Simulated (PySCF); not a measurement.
**C₃H₁₁NSSi: electronic excitations**

What electronic excitations should C₃H₁₁NSSi (`CC(C)N[SiH2]S`) show?

The runs use PySCF 2.14.0, with density-fitted response routines of our own; the level of theory stands in each step. All values are computed, except where a source is named. Atoms are numbered from 0 throughout.

### Step 1. The molecule as given

17 atoms, charge 0, multiplicity 1; geometry from: GFN2-xTB.

Bonds of the start (Å): C0–C1 1.53, C1–C2 1.53, C1–N3 1.45, N3–Si4 1.71, Si4–S5 2.15, C0–H6 1.09, C0–H7 1.09, C0–H8 1.09, C1–H9 1.09, C2–H10 1.09, C2–H11 1.09, C2–H12 1.09, N3–H13 1.01, Si4–H14 1.46, Si4–H15 1.46, S5–H16 1.32.

### Step 2. Ultraviolet spectrum: CAM-B3LYP/def2-SVPD

The job: settings as JSON, then the geometry in Å.

```
{"job": {"kind": "uv", "xc": "CAM-B3LYP", "basis": "def2-SVPD", "nstates": 8, "ntriplets": 3}, "charge": 0, "multiplicity": 1}
C     -1.168881     1.610308     0.452158
C     -0.663375     0.360584    -0.264531
C     -1.702344    -0.759290    -0.212841
N      0.594911    -0.056913     0.317225
Si     1.808142    -0.875070    -0.561577
S      3.434698    -1.169451     0.813487
H     -2.069582     1.984415    -0.027340
H     -1.396739     1.380727     1.491468
H     -0.410208     2.388401     0.427040
H     -0.457158     0.602710    -1.312090
H     -1.329308    -1.637549    -0.734111
H     -2.629332    -0.440798    -0.682113
H     -1.910796    -1.032283     0.819939
H      0.505855    -0.230435     1.309566
H      1.546002    -2.228166    -1.047178
H      2.247148     0.010385    -1.634786
H      3.593970     0.104454     1.134699
```

With the program's defaults for keys left out, this is: TDDFT CAM-B3LYP/def2-SVPD, vertical, gas phase, core orbitals frozen in the response.

Run with:

```sh
$ OMP_NUM_THREADS=1 python probes_run.py task.json out
```

The driver reads the jobs from task.json and runs them one after another.

What will the session give for the following? lowest singlet (CAM-B3LYP/def2-SVPD); brightest single state of those computed; lowest triplet; surface potential, 1st and 99th percentile. Wanted: lowest singlet; brightest single state of those computed; lowest triplet; surface potential, 1st and 99th percentile.

**Answer**, as computed:

```
                                quantity                        value
    lowest singlet (CAM-B3LYP/def2-SVPD)  6.20 eV (200 nm), f = 0.023
brightest single state of those computed  state 7, 7.38 eV, f = 0.026
                          lowest triplet                      5.79 eV
   surface potential, 1st and 99th percentile           -0.91 V and 1.41 V
```

What this shows: The lowest singlet, at 6.20 eV, is HOMO−1→LUMO 0.33, HOMO→LUMO 0.31 and is weak; of the 8 states computed, the strongest absorption comes from states 1 to 2 together at 6.20 eV. The lowest triplet lies 0.41 eV below the lowest singlet (triplets in Tamm-Dancoff, singlets in full TDDFT).
